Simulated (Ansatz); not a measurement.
# C2H2FGa: basis-set convergence

One table from this session's results is given with a row withheld; the runs are named, their logs left out.

Computed with Ansatz 0.2.0, Gaussian basis. Level: one geometry, several basis sets.

Plan: PBE0-D4/def2-SVP; ωB97M-V/def2-SVP; PBE0-D4/def2-QZVPP; ωB97M-V/def2-QZVPP; the functionals' def2-TZVPP values are taken from earlier runs.

## Structure used throughout

The geometry comes from an earlier relaxation with PBE0-D4 in a triple-zeta def2 set; it is a stationary point.

6 atoms, charge 0, spin multiplicity 1.

Atoms are counted from 1 here; the program's logs count them from 0.

Bond lengths: F1–Ga2 1.805 Å, C3–C4 1.199 Å, C3–H5 1.067 Å, C4–H6 1.065 Å. Angles: C4–C3–H5 177.6°, C3–C4–H6 179.3°.

Geometry (Å):

```xyz
6

F    -0.2234   -2.3238    0.5408
Ga   -0.9116   -1.1058    1.6820
C     0.4266    0.2921   -0.7672
C     0.1687    1.3973   -0.3797
H     0.6361   -0.7077   -1.0761
H    -0.0545    2.3839   -0.0459
```

Set-up of the first run:

in.yaml

```yaml
crystal:
  periodic: [false, false, false]
  atoms:
    - {symbol: F, position_ang: [-0.223366, -2.323813, 0.540829]}
    - {symbol: Ga, position_ang: [-0.911584, -1.105785, 1.681981]}
    - {symbol: C, position_ang: [0.426569, 0.292098, -0.767250]}
    - {symbol: C, position_ang: [0.168744, 1.397279, -0.379676]}
    - {symbol: H, position_ang: [0.636120, -0.707654, -1.076099]}
    - {symbol: H, position_ang: [-0.054483, 2.383875, -0.045885]}
basis:
  gaussian: {orbitals: def2-SVP}
hamiltonian: {xc: pbe0, dispersion: d4}
output: {orbitals: {seedname: orbitals}}
```

Launch:

```
$ ansatz run in.yaml --threads 2 --pin off --events-out ev --progress --plain --max-ram 4352MiB
```

Among the steps run: PBE0-D4 in def2-SVP; ωB97M-V in def2-SVP; PBE0-D4 in def2-QZVPP; ωB97M-V in def2-QZVPP.

One of the session's tables, all rows but one given; the rest of the session is left out.

It belongs to the step «Functionals by basis». 

```
functional       basis  HOMO (eV)
   PBE0-D4    def2-SVP      -7.32
   PBE0-D4  def2-TZVPP      -7.40
   PBE0-D4  def2-QZVPP      -7.43
   ωB97M-V    def2-SVP      -9.49
   ωB97M-V  def2-TZVPP          ?
   ωB97M-V  def2-QZVPP      -9.63
```

Estimate the missing values for ωB97M-V, def2-TZVPP.

The run gave: HOMO (eV): -9.58. In the column «HOMO (eV)» it lies between ωB97M-V, def2-QZVPP (-9.63) and ωB97M-V, def2-SVP (-9.49).
